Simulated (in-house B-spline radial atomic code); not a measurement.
**Re⁴⁺: ionisation energy by several methods**

One table from this session's results is given with a row withheld; the runs are named, their logs left out.

Program: in-house B-spline radial atomic code version 1. Level of theory: scalar-relativistic (X2C), several functionals, spin-polarised, exact exchange averaged over the configuration; spherical all-electron atom at the radial basis limit. These are calculated values, not measurements, unless marked.

**What is computed**

| Quantity | Value |
| --- | --- |
| element | rhenium (Z = 75) |
| charge | +4 |
| electrons | 71 |
| configuration | [Xe] 4f14 5d3 |
| nucleus | Fermi, rms radius 5.370 fm |

Outer shells as boxes (Hund's rule):

[Xe] 4f14 5d3
```
[Xe] core
4f [↑↓][↑↓][↑↓][↑↓][↑↓][↑↓][↑↓]
5d [↑ ][↑ ][↑ ][  ][  ]
```

Where spins are not typed, each open shell is filled with up spins first.

Set-up of the first run:

Settings, as recorded:

```ini
Z = 75
electrons = 71.0
configuration = [Xe] 4f14 5d3
hamiltonian = x2c
method = hse06
spin_polarised = True
nucleus = fermi
rms_radius = 5.3698
mass_number = 187
atomic_mass = 186.955752217
speed_of_light = 137.035999084
exact_exchange = averaged over the configuration
```

On the command line:

```sh
> python run_scf.py task.json out
```

task.json lists these runs, among others, and the program works through them in turn.

Among the steps run: HSE06; CAM-B3LYP; PBE0; B3LYP; r2SCAN0; ωB97X.

One of the session's tables, all rows but one given; the rest of the session is left out.

| method | ΔSCF (eV) |
| --- | --- |
| PBE0 | 53.586 |
| B3LYP | 53.551 |
| r2SCAN0 | 53.666 |
| HSE06 | 53.547 |
| CAM-B3LYP | ? |
| ωB97X | 53.111 |

**Question.** Estimate the row for CAM-B3LYP.

The run gave: ΔSCF (eV): 53.507. In the column «ΔSCF (eV)» it lies between ωB97X (53.111) and HSE06 (53.547).
